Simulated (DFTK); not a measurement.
Set up this calculation in DFTK 0.8.2, as the native input.

| Quantity | Value |
| --- | --- |
| Task | band structure |
| Functional | RPBE |
| Potentials or basis | SG15 1.2 (PBE) |
| Cutoff | 1225 eV |
| k mesh | 5 × 5 × 5 |
| Occupations | fermi-dirac, width 0.05 eV |
| Spin | no spin polarisation |
| Valence electrons | Bi 15, Te 16 |
| SCF tolerance on the density | 1e-06 |

BiTe:

```
Bi Te
1.0
     2.42271    1.39875    3.31729
    -2.42271    1.39875    3.31729
     0.00000   -2.79750    3.31729
Bi Te
1 1
Direct
  0.50000 0.50000 0.50000
  0.00000 0.00000 0.00000
```

The cell comes from a database or a generator and needn't be the stable form of this composition.

The input as run:

run.jl

```julia
using DFTK
using PseudoPotentialData
using Unitful, UnitfulAtomic
using LinearAlgebra, Printf
include("save.jl")
disable_threading()

# lattice vectors are the columns
lattice = austrip(1u"Å") * [  2.4227077728  -2.4227077728            0.0;
             1.3987509848   1.3987509848  -2.7975019696;
             3.3172919545   3.3172919545   3.3172919545]
symbols   = [:Bi, :Te]
positions = [[0.5, 0.5, 0.5],
             [0.0, 0.0, 0.0]]
pseudopotentials = Dict(:Bi => "Bi.upf", :Te => "Te.upf")
elements = Dict(s => ElementPsp(s, pseudopotentials; rcut=10.0) for s in unique(symbols))
atoms    = [elements[s] for s in symbols]

build_model(lattice, positions; symmetries=true) =
    model_DFT(lattice, atoms, positions;
              functionals=[:gga_x_rpbe, :gga_c_pbe],
              temperature=austrip(0.05u"eV"),
              smearing=Smearing.FermiDirac(),
              symmetries)
Ecut  = 45.0  # hartree
kgrid = [5, 5, 5]
tol   = 1e-6
to_GPa = ustrip(uconvert(u"GPa", 1u"hartree/bohr^3"))

model = build_model(lattice, positions)
basis = PlaneWaveBasis(model; Ecut, kgrid)
display(basis)
scfres = self_consistent_field(basis;
                               tol,
                               nbandsalg=AdaptiveBands(model; n_bands_converge=20))
display(scfres.energies)
@printf "Fermi level: %.6f eV\n" ustrip(auconvert(u"eV", something(scfres.εF, NaN)))
forces = compute_forces_cart(scfres)
println("Forces (eV/Å)")
for (s, f) in zip(symbols, forces)
    @printf "%-3s %12.6f %12.6f %12.6f\n" s ustrip.(auconvert.(u"eV/Å", f))...
end
stress = compute_stresses_cart(scfres)
println("Stress (GPa)")
display(round.(stress * to_GPa; digits=4))
println("Levels at the first k-point (eV): ", round.(ustrip.(auconvert.(u"eV", scfres.eigenvalues[1][1:scfres.n_bands_converge])); digits=4))
save_scf!(scfres; forces, stress)

points = Dict("G" => [0.0, 0.0, 0.0], "B" => [0.7148050046, 0.5, 0.2851949954], "B1" => [0.5, 0.2851949954, -0.2851949954], "F" => [0.5, 0.5, 0.0], "L" => [0.5, 0.0, 0.0], "P" => [0.7148050046, 0.3925974977, 0.3925974977], "P1" => [0.6074025023, 0.6074025023, 0.2851949954], "Q" => [0.6074025023, 0.3925974977, 0.0], "X" => [0.3925974977, 0.0, -0.3925974977], "Z" => [0.5, 0.5, 0.5])
segments = [("G", "L", 6), ("L", "B1", 6), ("B", "Z", 4), ("Z", "G", 7), ("G", "X", 8), ("Q", "F", 3), ("F", "P1", 3), ("P1", "Z", 4), ("L", "P", 5)]
kcoords = vcat([[points[a] + t * (points[b] - points[a]) for t in range(0, 1, n)] for (a, b, n) in segments]...)
bands = compute_bands(scfres, ExplicitKpoints(kcoords); n_bands=22, tol=1e-5)
for (k, ε) in zip(bands.basis.kpoints, bands.eigenvalues)
    @printf "%d %8.4f %8.4f %8.4f " k.spin k.coordinate...
    println(join([@sprintf("%9.4f", e) for e in ustrip.(auconvert.(u"eV", ε .- scfres.εF))]))
end
results["band_energies"] = rows(bands.eigenvalues); results["band_kpoints"] = rows(kcoords)
```

Potentials or basis: SG15 1.2 (PBE).

Command:

```bash
$ julia --threads=1 run.jl  # save.jl only writes the numbers to a file and isn't shown; printed stress counts tension as positive; times include loading and compiling
```

It gave:

```json
{"Pressure": "1.3 GPa", "Band gap on the k mesh": "none (metal or under the smearing width)"}
```

Caveat: the potentials were made for another functional, which shifts forces and pressure; spin-orbit coupling is left out, which moves the levels of the heavy elements.

Run time: 3.7 min on 1 thread of Intel(R) Xeon(R) 6975P-C (Granite Rapids) (shared host), peak memory 2.4 GiB.
